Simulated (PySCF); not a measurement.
# CoH8O4 (+3): ligand-field states

Aim: compute the ligand-field states of CoH8O4 (+3).

Computed with PySCF 2.14.0 and routines of our own; the level stands in each step. Atoms count from 0.

## (1) The system as given

13 atoms, charge 3, states of the metal's open shell are computed; geometry from: model geometry, bond lengths from ionic radii.

## (2) Ligand-field states: state-averaged CASSCF

The job: settings as JSON, then the geometry in Å.

```
{"job": {"kind": "lf", "basis": {"metal": "x2c-TZVPall", "ligand": "x2c-SVPall"}, "nevpt": true}, "charge": 3, "metal": "Co", "open_shell": "d6"}
Co     0.000000     0.000000     0.000000
O      1.068098     1.068098     1.068098
H      0.852066     1.948082     1.400075
H      1.948082     0.852066     1.400075
O     -1.068098    -1.068098     1.068098
H     -0.852066    -1.948082     1.400075
H     -1.948082    -0.852066     1.400075
O     -1.068098     1.068098    -1.068098
H     -1.948082     0.852066    -1.400075
H     -0.852066     1.948082    -1.400075
O      1.068098    -1.068098    -1.068098
H      1.948082    -0.852066    -1.400075
H      0.852066    -1.948082    -1.400075
```

Level: state-averaged CASSCF of the metal d shell, SC-NEVPT2 on the averaged canonical orbitals, state-interaction spin-orbit coupling.

Run with:

```console
OMP_NUM_THREADS=1 python lf_run.py task.json out
```

This one command runs all jobs of the session in turn.

Output:

```text
basis functions 144, electrons 64, active (6e, 5o)
stage 1: DIIS on the effective Fock matrix, level shift 0.30
cycle   1  E = -1693.5546426794  dE = -1.694e+03  max|g| = 5.895e-01
cycle   2  E = -1694.1069373045  dE = -5.523e-01  max|g| = 9.264e-01
cycle   3  E = -1694.2548336350  dE = -1.479e-01  max|g| = 7.016e-01
cycle   4  E = -1694.1901670501  dE =  6.467e-02  max|g| = 5.486e-01
cycle   5  E = -1694.2055855837  dE = -1.542e-02  max|g| = 5.017e-01
cycle   6  E = -1694.4188295625  dE = -2.132e-01  max|g| = 2.966e-01
cycle   7  E = -1694.3023323826  dE =  1.165e-01  max|g| = 3.088e-01
cycle   8  E = -1694.4541825198  dE = -1.519e-01  max|g| = 2.234e-01
cycle   9  E = -1694.3217866447  dE =  1.324e-01  max|g| = 3.819e-01
cycle  10  E = -1694.2091255546  dE =  1.127e-01  max|g| = 4.449e-01
cycle  11  E = -1694.1262830016  dE =  8.284e-02  max|g| = 5.110e-01
cycle  12  E = -1694.1318923284  dE = -5.609e-03  max|g| = 4.981e-01
cycle  13  E = -1694.0966543826  dE =  3.524e-02  max|g| = 5.244e-01
cycle  14  E = -1694.0026320473  dE =  9.402e-02  max|g| = 5.703e-01
cycle  15  E = -1694.0249534141  dE = -2.232e-02  max|g| = 5.606e-01
stage 2: quasi-Newton rotations from the point of smallest gradient
cycle  17  E = -1694.5681294178  dE = -1.139e-01  max|g| = 1.442e-01
cycle  18  E = -1694.5752690067  dE = -7.140e-03  max|g| = 2.042e-01
cycle  20  E = -1694.5790953290  dE = -3.826e-03  max|g| = 2.180e-01
cycle  21  E = -1694.6036374864  dE = -2.454e-02  max|g| = 3.118e-02
cycle  22  E = -1694.6039080101  dE = -2.705e-04  max|g| = 3.181e-03
cycle  23  E = -1694.6039194546  dE = -1.144e-05  max|g| = 9.884e-04
cycle  24  E = -1694.6039209980  dE = -1.543e-06  max|g| = 2.801e-04
cycle  25  E = -1694.6039210937  dE = -9.572e-08  max|g| = 8.449e-05
cycle  26  E = -1694.6039211034  dE = -9.696e-09  max|g| = 1.761e-05
cycle  27  E = -1694.6039211042  dE = -7.442e-10  max|g| = 4.071e-06
converged average energy = -1694.6039211042

 mult deg   label        CASSCF/cm-1   NEVPT2/cm-1
   5   1   5B1                 0.0           0.0
   5   1   5A1              3373.3        6270.7
   5   2   5E               7232.5       10537.2
   5   1   5B2              8022.1       12346.6
   3   1   3A2             20025.3       17044.2
   3   2   3E              21296.1       19411.4
   3   2   3E              24012.7       21070.9
   3   1   3B1             23922.6       23041.8
   3   1   3A2             25381.8       23398.5
   3   1   3A1             25944.2       26450.4
   3   1   3B1             28854.4       27260.8
   3   1   3B2             27442.7       27800.7
   1   1   1B2             32128.3       28722.5
   1   1   1B1             32091.9       29343.5
   3   1   3A1             30717.4       29946.6
   3   2   3E              28525.5       30078.2
   1   1   1A1             32744.9       30606.4
   1   2   1E              32821.9       30778.1
   3   2   3E              30671.5       31264.0
   1   2   1E              34846.1       32049.5
   3   1   3B1             32550.7       32533.9
   3   2   3E              33386.3       33175.6
   3   2   3E              32263.5       33364.9
   3   1   3A2             32022.2       34151.7
   3   1   3B2             33041.5       35022.8
   3   1   3A1             34343.9       35386.5
   1   1   1B1             36983.3       36459.0
   1   1   1A1             37414.3       36461.4
   1   1   1A1             39532.6       36912.0
   3   1   3A2             36270.5       37277.8
   1   1   1A2             38224.6       37656.5
   1   1   1B2             38011.6       38464.3
   3   2   3E              37423.1       38750.8
   3   1   3B1             40748.8       38993.9
   3   1   3A2             37871.5       40827.9
   3   1   3A1             41792.1       41123.5
   1   2   1E              39986.2       41276.5
   3   1   3B2             39228.1       41327.6
   3   2   3E              43234.3       41990.7
   1   1   1B1             44113.8       42542.3
   1   1   1A1             46166.4       42757.5
   3   1   3B2             43996.8       42967.5
   1   2   1E              41859.4       43184.4
   3   2   3E              40281.0       43390.1
   1   1   1B2             44007.7       46934.2
   1   1   1A2             45958.9       47310.9
   1   1   1A1             47601.5       47878.8
   1   1   1B1             48033.9       47889.2
   1   2   1E              52321.1       48864.0
   1   1   1B2             54458.9       51126.8
   1   2   1E              49356.5       52021.5
   1   2   1E              56879.6       53130.9
   1   1   1A2             57138.0       53953.0
   1   1   1B1             59091.1       56694.9
   1   1   1A1             54626.4       57077.4
   1   2   1E              59503.5       57408.8
   1   1   1B2             59700.0       58375.6
   3   2   3E              64973.1       58976.0
   3   1   3A2             66410.3       61450.8
   3   1   3A2             68042.0       61895.5

spin-orbit levels / cm-1
      0.00  x1  5B1 1.00
      0.19  x1  5B1 1.00
     25.43  x2  5B1 1.00
     33.90  x1  5B1 1.00
   6209.55  x1  5A1 0.98
   6227.76  x2  5A1 0.98
   6281.95  x1  5A1 0.99
   6282.43  x1  5A1 0.99
  10293.76  x2  5E 0.99
  10398.17  x1  5E 0.96
  10464.53  x1  5E 0.99
  10568.57  x2  5E 0.98
  10681.32  x1  5E 0.99
  10728.93  x1  5E 0.97
  10849.51  x2  5E 0.99
  12412.03  x1  5B2 0.98
  12412.35  x1  5B2 0.98
  12425.41  x2  5B2 0.97
  12429.50  x1  5B2 0.97
  17049.18  x1  3A2 0.98
  17051.60  x2  3A2 0.99
  19293.05  x1  3E 0.99
  19347.84  x1  3E 0.99
  19426.44  x2  3E 0.99
  19499.34  x1  3E 0.98
  19548.17  x1  3E 0.99
  20798.71  x1  3E 0.99
  20824.68  x1  3E 0.99
  21105.52  x2  3E 0.95 3A2 0.03
  21242.34  x1  3E 0.91 3A2 0.07
```

Wall time 11 s (1 thread of Arm Neoverse V2, shared host); peak memory 0.31 GiB.

Key values:

| quantity | value |
| --- | --- |
| spin-orbit constant ζ | 543 cm⁻¹ |

Powder susceptibility:

| T (K) | χT (cm³ K/mol) | μ(eff) |
| --- | --- | --- |
| 2 | 2.275 | 4.26 |
| 5 | 2.446 | 4.42 |
| 10 | 2.694 | 4.64 |
| 20 | 2.962 | 4.87 |
| 30 | 3.058 | 4.95 |
| 50 | 3.115 | 4.99 |
| 75 | 3.134 | 5.01 |
| 100 | 3.141 | 5.01 |
| 150 | 3.147 | 5.02 |
| 200 | 3.151 | 5.02 |
| 250 | 3.155 | 5.02 |
| 300 | 3.159 | 5.03 |

## (3) Ligand-field states: state-averaged CASSCF (bond length × 0.92)

The job: settings as JSON, then the geometry in Å.

```
{"job": {"kind": "lf", "basis": {"metal": "x2c-TZVPall", "ligand": "x2c-SVPall"}, "nevpt": true, "reuse": true}, "charge": 3, "metal": "Co", "open_shell": "d6"}
Co     0.000000     0.000000     0.000000
O      0.982650     0.982650     0.982650
H      0.766619     1.862634     1.314627
H      1.862634     0.766619     1.314627
O     -0.982650    -0.982650     0.982650
H     -0.766619    -1.862634     1.314627
H     -1.862634    -0.766619     1.314627
O     -0.982650     0.982650    -0.982650
H     -1.862634     0.766619    -1.314627
H     -0.766619     1.862634    -1.314627
O      0.982650    -0.982650    -0.982650
H      1.862634    -0.766619    -1.314627
H      0.766619    -1.862634    -1.314627
```

With the program's defaults for keys left out, this is: state-averaged CASSCF of the metal d shell, SC-NEVPT2 on the averaged canonical orbitals, state-interaction spin-orbit coupling.

Output:

```text
basis functions 144, electrons 64, active (6e, 5o)
start from the orbitals of the previous structure
stage 1: DIIS on the effective Fock matrix, level shift 0.30
cycle   1  E = -1690.7446821488  dE = -1.691e+03  max|g| = 7.248e+00
cycle   2  E = -1693.5914727911  dE = -2.847e+00  max|g| = 7.979e-01
cycle   3  E = -1693.7318763975  dE = -1.404e-01  max|g| = 1.155e+00
cycle   4  E = -1694.3750976779  dE = -6.432e-01  max|g| = 3.967e-01
cycle   5  E = -1694.4579155963  dE = -8.282e-02  max|g| = 1.333e-01
cycle   6  E = -1694.5074002253  dE = -4.948e-02  max|g| = 5.680e-02
cycle   7  E = -1694.4989978321  dE =  8.402e-03  max|g| = 6.433e-02
cycle   8  E = -1694.4890749543  dE =  9.923e-03  max|g| = 8.682e-02
cycle   9  E = -1694.4729120538  dE =  1.616e-02  max|g| = 1.680e-01
cycle  10  E = -1694.4303763842  dE =  4.254e-02  max|g| = 2.858e-01
cycle  11  E = -1694.3721252539  dE =  5.825e-02  max|g| = 3.738e-01
cycle  12  E = -1694.2597749815  dE =  1.124e-01  max|g| = 4.474e-01
cycle  13  E = -1694.0902986894  dE =  1.695e-01  max|g| = 4.630e-01
cycle  14  E = -1693.8927024755  dE =  1.976e-01  max|g| = 6.282e-01
cycle  15  E = -1693.6795240795  dE =  2.132e-01  max|g| = 7.847e-01
stage 2: quasi-Newton rotations from the point of smallest gradient
cycle  17  E = -1694.5111811582  dE = -3.781e-03  max|g| = 2.086e-02
cycle  18  E = -1694.5114017284  dE = -2.206e-04  max|g| = 2.254e-02
cycle  19  E = -1694.5117187581  dE = -3.170e-04  max|g| = 2.252e-03
cycle  20  E = -1694.5117201687  dE = -1.411e-06  max|g| = 3.892e-04
cycle  21  E = -1694.5117202976  dE = -1.288e-07  max|g| = 1.042e-04
cycle  22  E = -1694.5117203085  dE = -1.091e-08  max|g| = 3.454e-05
cycle  23  E = -1694.5117203094  dE = -9.295e-10  max|g| = 5.037e-06
converged average energy = -1694.5117203094

 mult deg   label        CASSCF/cm-1   NEVPT2/cm-1
   5   1   5B1                 0.0           0.0
   5   1   5A1              5369.2        9087.6
   3   1   3A2             16966.3       13479.7
   5   2   5E              10882.8       14819.2
   3   2   3E              19035.8       16867.2
   5   1   5B2             12490.7       17719.3
   3   2   3E              22413.2       19095.4
   3   1   3B1             23328.6       22209.0
   3   1   3A2             24358.6       22330.9
   1   1   1B2             28975.8       24919.2
   1   1   1B1             28890.9       25312.1
   3   1   3A1             26279.2       26152.3
   3   1   3B1             28870.8       26866.4
   1   1   1A1             30225.9       27523.0
   1   2   1E              30520.8       28144.9
   3   1   3B2             27917.8       28235.8
   1   2   1E              32919.9       29676.0
   3   1   3A1             31056.2       31171.9
   3   2   3E              30112.8       32289.2
   3   2   3E              32734.6       33195.5
   3   1   3B1             33767.5       34520.6
   3   2   3E              34460.8       35070.2
   1   1   1B1             36513.4       35121.9
   1   1   1A1             36698.0       35397.4
   1   1   1A1             39058.6       35833.9
   3   2   3E              35277.8       36751.3
   1   1   1A2             37963.8       36946.5
   3   1   3A1             35873.3       37362.7
   3   1   3A2             35047.7       37643.9
   1   1   1B2             38203.6       38966.3
   3   1   3B2             36214.8       39042.7
   3   1   3B1             41514.9       40339.6
   1   1   1A1             45630.8       41335.0
   3   1   3A2             40480.7       41975.2
   3   2   3E              40843.2       42523.4
   1   1   1B1             44468.8       42585.3
   1   2   1E              41181.4       42877.1
   3   2   3E              44318.9       43576.1
   3   1   3A1             43413.7       43947.2
   3   1   3B2             45295.0       44953.7
   3   1   3B2             42951.7       45026.8
   1   2   1E              44023.3       45551.6
   3   1   3A2             42298.3       46230.4
   3   2   3E              45796.7       48821.6
   1   1   1A2             49245.5       50748.0
   1   1   1B2             54994.9       50999.2
   1   1   1B2             47469.6       51074.6
   1   2   1E              53127.8       51825.5
   1   1   1A1             50425.5       52838.0
   1   1   1B1             50913.3       53055.6
   1   2   1E              54097.7       53602.6
   1   2   1E              57335.2       54342.9
   1   1   1A2             58247.1       56140.7
   1   1   1A1             58745.3       58741.9
   1   1   1B1             60730.2       59572.9
   3   2   3E              64922.4       60275.2
   1   2   1E              61721.0       61093.3
   3   1   3A2             66816.2       62692.6
   3   1   3A2             68720.3       63234.8
   1   1   1B2             63616.6       64180.1

spin-orbit levels / cm-1
      0.00  x1  5B1 1.00
      0.17  x1  5B1 1.00
     22.45  x2  5B1 1.00
     29.91  x1  5B1 1.00
   8994.67  x1  5A1 0.97
   9019.25  x2  5A1 0.98
   9091.77  x1  5A1 0.99
   9092.07  x1  5A1 0.99
  13526.03  x2  3A2 0.98
  13530.76  x1  3A2 0.97
  14588.89  x2  5E 0.99
  14659.83  x1  5E 0.97
  14701.72  x1  5E 0.98
  14800.25  x2  5E 0.97
  14922.34  x1  5E 0.98
  14945.52  x1  5E 0.97
  15084.74  x2  5E 0.99
  16719.41  x1  3E 0.99
  16765.52  x1  3E 0.99
  16891.54  x2  3E 0.99
  17011.79  x1  3E 0.98
  17052.09  x1  3E 0.99
  17755.85  x1  5B2 0.99
  17755.89  x1  5B2 0.99
  17758.32  x2  5B2 0.99
  17759.15  x1  5B2 0.98
  18880.67  x1  3E 0.97
  18920.75  x1  3E 0.98
  19202.31  x2  3E 0.96
  19325.47  x1  3E 0.95
```

It took 7.2 s on 1 thread of Arm Neoverse V2, shared host; peak memory 0.31 GiB.

From this job:

| quantity | value |
| --- | --- |
| spin-orbit constant ζ | 525 cm⁻¹ |

Powder susceptibility:

| T (K) | χT (cm³ K/mol) | μ(eff) |
| --- | --- | --- |
| 2 | 2.233 | 4.22 |
| 20 | 2.940 | 4.85 |
| 100 | 3.092 | 4.97 |
| 300 | 3.105 | 4.98 |

## (4) Ligand-field states: state-averaged CASSCF (bond length × 0.96)

The job: settings as JSON, then the geometry in Å.

```
{"job": {"kind": "lf", "basis": {"metal": "x2c-TZVPall", "ligand": "x2c-SVPall"}, "nevpt": true, "reuse": true}, "charge": 3, "metal": "Co", "open_shell": "d6"}
Co     0.000000     0.000000     0.000000
O      1.025374     1.025374     1.025374
H      0.809343     1.905358     1.357351
H      1.905358     0.809343     1.357351
O     -1.025374    -1.025374     1.025374
H     -0.809343    -1.905358     1.357351
H     -1.905358    -0.809343     1.357351
O     -1.025374     1.025374    -1.025374
H     -1.905358     0.809343    -1.357351
H     -0.809343     1.905358    -1.357351
O      1.025374    -1.025374    -1.025374
H      1.905358    -0.809343    -1.357351
H      0.809343    -1.905358    -1.357351
```

With the program's defaults for keys left out, this is: state-averaged CASSCF of the metal d shell, SC-NEVPT2 on the averaged canonical orbitals, state-interaction spin-orbit coupling.

Output:

```text
basis functions 144, electrons 64, active (6e, 5o)
start from the orbitals of the previous structure
stage 1: DIIS on the effective Fock matrix, level shift 0.30
cycle   1  E = -1693.3587681644  dE = -1.693e+03  max|g| = 4.573e+00
cycle   2  E = -1694.5318123385  dE = -1.173e+00  max|g| = 3.458e-01
cycle   3  E = -1694.5607153448  dE = -2.890e-02  max|g| = 8.189e-02
cycle   4  E = -1694.5352672426  dE =  2.545e-02  max|g| = 1.099e-01
cycle   5  E = -1694.4585085676  dE =  7.676e-02  max|g| = 1.920e-01
cycle   6  E = -1694.2786988724  dE =  1.798e-01  max|g| = 3.487e-01
cycle   7  E = -1693.7188664457  dE =  5.598e-01  max|g| = 6.462e-01
cycle   8  E = -1692.7248602167  dE =  9.940e-01  max|g| = 1.290e+00
cycle   9  E = -1691.9466038635  dE =  7.783e-01  max|g| = 1.770e+00
cycle  10  E = -1691.5594507740  dE =  3.872e-01  max|g| = 1.973e+00
cycle  11  E = -1691.4286710069  dE =  1.308e-01  max|g| = 2.016e+00
cycle  12  E = -1691.3764229205  dE =  5.225e-02  max|g| = 2.008e+00
cycle  13  E = -1691.3682766700  dE =  8.146e-03  max|g| = 1.936e+00
cycle  14  E = -1691.3796307609  dE = -1.135e-02  max|g| = 1.870e+00
cycle  15  E = -1691.3528787374  dE =  2.675e-02  max|g| = 1.831e+00
stage 2: quasi-Newton rotations from the point of smallest gradient
cycle  17  E = -1694.5675832654  dE = -6.868e-03  max|g| = 7.803e-02
cycle  18  E = -1694.5717119087  dE = -4.129e-03  max|g| = 1.893e-02
cycle  19  E = -1694.5719291819  dE = -2.173e-04  max|g| = 2.987e-03
cycle  20  E = -1694.5719400200  dE = -1.084e-05  max|g| = 7.576e-04
cycle  21  E = -1694.5719413988  dE = -1.379e-06  max|g| = 2.614e-04
cycle  22  E = -1694.5719414822  dE = -8.345e-08  max|g| = 5.141e-05
cycle  23  E = -1694.5719414888  dE = -6.613e-09  max|g| = 9.374e-06
converged average energy = -1694.5719414888

 mult deg   label        CASSCF/cm-1   NEVPT2/cm-1
   5   1   5B1                 0.0           0.0
   5   1   5A1              4248.7        7519.9
   5   2   5E               8853.9       12451.7
   5   1   5B2              9990.7       14733.8
   3   1   3A2             18689.8       15465.8
   3   2   3E              20312.9       18291.6
   3   2   3E              23321.9       20197.5
   3   1   3B1             23669.4       22679.4
   3   1   3A2             24946.7       22937.7
   3   1   3A1             26138.7       26434.0
   1   1   1B2             30747.1       27048.7
   3   1   3B1             28898.0       27138.8
   1   1   1B1             30732.6       27614.7
   3   1   3B2             27687.6       28016.5
   1   1   1A1             31663.4       29278.9
   1   2   1E              31813.1       29626.6
   3   1   3A1             30825.0       30400.9
   1   2   1E              34005.8       31012.4
   3   2   3E              29242.8       31077.7
   3   2   3E              31604.0       32223.6
   3   1   3B1             33055.7       33401.6
   3   2   3E              34115.6       34429.8
   3   2   3E              33331.0       34457.1
   3   1   3A2             33374.4       35751.6
   1   1   1B1             36822.0       35939.2
   1   1   1A1             37141.4       36069.3
   3   1   3A1             35040.6       36306.4
   1   1   1A1             39338.2       36408.1
   3   1   3B2             34440.6       36882.3
   1   1   1A2             38156.5       37409.2
   1   1   1B2             38105.7       38712.3
   3   1   3A2             38130.3       39374.4
   3   1   3B1             41063.6       39573.8
   3   2   3E              38976.4       40477.2
   1   1   1A1             45997.6       41717.4
   1   2   1E              40529.2       42024.6
   1   1   1B1             44314.7       42189.4
   3   1   3A1             42454.0       42314.6
   3   2   3E              43853.5       43102.9
   3   1   3B2             40945.8       43239.5
   3   1   3A2             39837.1       43319.0
   3   1   3B2             44569.2       43653.9
   1   2   1E              42825.6       44279.3
   3   2   3E              42668.2       45650.9
   1   1   1B2             45542.5       48802.2
   1   1   1A2             47461.1       48939.9
   1   2   1E              53064.1       50388.7
   1   1   1A1             48769.3       50532.0
   1   1   1B1             49221.5       50606.1
   1   1   1B2             54834.1       51138.7
   1   2   1E              51303.7       53067.4
   1   2   1E              57035.7       53543.2
   1   1   1A2             57555.6       54819.7
   1   1   1B1             59774.1       57891.2
   1   1   1A1             56813.5       58566.7
   1   2   1E              60395.9       58907.4
   3   2   3E              64835.3       59323.8
   1   1   1B2             61308.0       60960.0
   3   1   3A2             66534.8       61947.5
   3   1   3A2             68285.0       62380.1

spin-orbit levels / cm-1
      0.00  x1  5B1 1.00
      0.17  x1  5B1 1.00
     23.73  x2  5B1 1.00
     31.63  x1  5B1 1.00
   7454.17  x1  5A1 0.98
   7473.06  x2  5A1 0.98
   7529.00  x1  5A1 0.99
   7529.35  x1  5A1 0.99
  12213.75  x2  5E 0.99
  12310.82  x1  5E 0.97
  12363.52  x1  5E 0.99
  12467.65  x2  5E 0.98
  12583.87  x1  5E 0.99
  12619.46  x1  5E 0.97
  12743.65  x2  5E 0.99
  14783.05  x1  5B2 0.99
  14783.09  x1  5B2 0.99
  14792.39  x2  5B2 0.98
  14795.21  x1  5B2 0.98
  15481.55  x1  3A2 0.98
  15483.97  x2  3A2 0.99
  18154.70  x1  3E 0.99
  18203.60  x1  3E 0.99
  18310.66  x2  3E 0.99
  18409.10  x1  3E 0.99
  18455.72  x1  3E 0.99
  19945.96  x1  3E 0.99
  19979.27  x1  3E 0.99
  20260.67  x2  3E 0.96
  20397.65  x1  3E 0.93 3A2 0.05
```

Wall time 7.2 s (1 thread of Arm Neoverse V2, shared host); peak memory 0.31 GiB.

Key values:

| quantity | value |
| --- | --- |
| spin-orbit constant ζ | 535 cm⁻¹ |

Powder susceptibility:

| T (K) | χT (cm³ K/mol) | μ(eff) |
| --- | --- | --- |
| 2 | 2.253 | 4.24 |
| 20 | 2.951 | 4.86 |
| 100 | 3.115 | 4.99 |
| 300 | 3.130 | 5.00 |

[end of part 1 of 2]
